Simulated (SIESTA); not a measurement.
GaGe3 under changes of volume

One of the cells (19.580 Å³/atom); the others are scaled copies at fixed shape and fractional positions:

```
CELL_PARAMETERS angstrom
4.27847 0.00000 0.00000
0.00000 4.27847 0.00000
0.00000 0.00000 4.27847
ATOMIC_POSITIONS crystal
Ge 0.50000 0.50000 0.00000
Ge 0.50000 0.00000 0.50000
Ge 0.00000 0.50000 0.50000
Ga 0.00000 0.00000 0.00000
```

The cell comes from a database or a generator and needn't be the stable form of this composition.

| Property | Result |
| --- | --- |
| Program | SIESTA 5.4.2 |
| Functional | LDA |
| Potentials or basis | PseudoDojo 0.4 standard (LDA files) |
| Basis | DZP (energy shift 0.003 Ry; two zetas on semicore shells) |
| Grid cutoff | 800 Ry |
| Energy shift | 0.003 Ry |
| k mesh | 6 × 6 × 6 |
| Occupations | fermi-dirac, width 0.05 eV |
| Spin | no spin polarisation |

```tsv
volume (Å³/atom)	energy over the lowest point (meV/atom)	pressure (GPa)
18.405	0.00	-0.6
18.796	3.22	-2.0
19.188	?	?
19.580	18.53	-4.2
19.971	29.86	-5.1
20.363	43.07	-5.7
20.754	57.78	-6.4
```

Task: What does the run at 19.188 Å³/atom give?

Result: Energy over the lowest point 9.50 meV/atom; pressure -3.2 GPa.

Worked out: A Birch-Murnaghan fit of order 3 (a polynomial in V^(-2/3)) to the other rows has its minimum at 18.26 Å³/atom, just outside them, with B0 = V·E''(V) = 75 GPa and B' = 6.5. It gives 9.54 meV/atom at 19.188 Å³/atom, against the run's 9.50, and -dE/dV = -3.2 GPa, against -3.2.

Energies are extrapolated to zero smearing.

Caveats: the basis of atomic orbitals isn't converged, which shifts pressures, moduli and gaps.
